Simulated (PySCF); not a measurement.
# A diatomic session: GdCl

One table from this session's results is given with a row withheld; the runs are named, their logs left out.

Program: PySCF 2.14.0. Level of theory: Gd x2c-TZVPall, Cl x2c-TZVPall, spin-free X2C with a Gaussian nucleus. These are calculated values, not measurements.

The first run:

The job is set up so:

```json
{
  "atoms": "Gd, Cl",
  "charge": "0",
  "basis": "Gd x2c-TZVPall, Cl x2c-TZVPall",
  "Hamiltonian": "spin-free X2C with a Gaussian nucleus",
  "basis functions": "141",
  "electrons treated": "81",
  "masses in u": "157.9241, 34.9689",
  "levels": "PBE0, PBE, r²SCAN, M06, TPSSh, HSE06, HF, MP2, SCS-MP2",
  "grid": "80 radial by 434 angular points",
  "occupations": "held fixed by the projection of orbital angular momentum",
  "dissociation limit": "Gd + Cl, each in its ground configuration",
  "starting distance in angstrom": "2.490",
  "values of 2S to try": "5, 7, 9"
}
```

On the command line:

```sh
$ OMP_NUM_THREADS=4 python dia.py task.json out
```

Among the steps run: Set-up; PBE0 along the bond; Higher solutions at PBE0; PBE (GGA); r²SCAN (meta-GGA); M06; TPSSh (hybrid meta-GGA); HSE06; ROHF (mean field).

One of the session's tables, all rows but one given; the rest of the session is left out.

| level | Re (Å) | ωe (cm⁻¹) | De (eV) |
| --- | --- | --- | --- |
| ROHF | 2.486 | 334 | 3.92 |
| ROHF-MP2 | 2.390 | 369 | 5.01 |
| ROHF-SCS-MP2 | ? | ? | ? |
| r²SCAN | 2.419 | 339 | 5.14 |
| TPSSh | 2.418 | 340 | 5.09 |
| PBE0 | 2.405 | 351 | 5.01 |
| M06 | 2.416 | 353 | 5.26 |
| HSE06 | 2.406 | 350 | 5.01 |

Q: Estimate the row for ROHF-SCS-MP2 from the others.

**Answer.** Re (Å): 2.412; ωe (cm⁻¹): 360; De (eV): 4.90. In the column «Re (Å)» it lies between HSE06 (2.406) and M06 (2.416).

De is counted to Gd + Cl in their ground configurations.

Limits of these values: At some levels the lowest empty orbital lies below the highest filled one (the two can be of opposite spin).
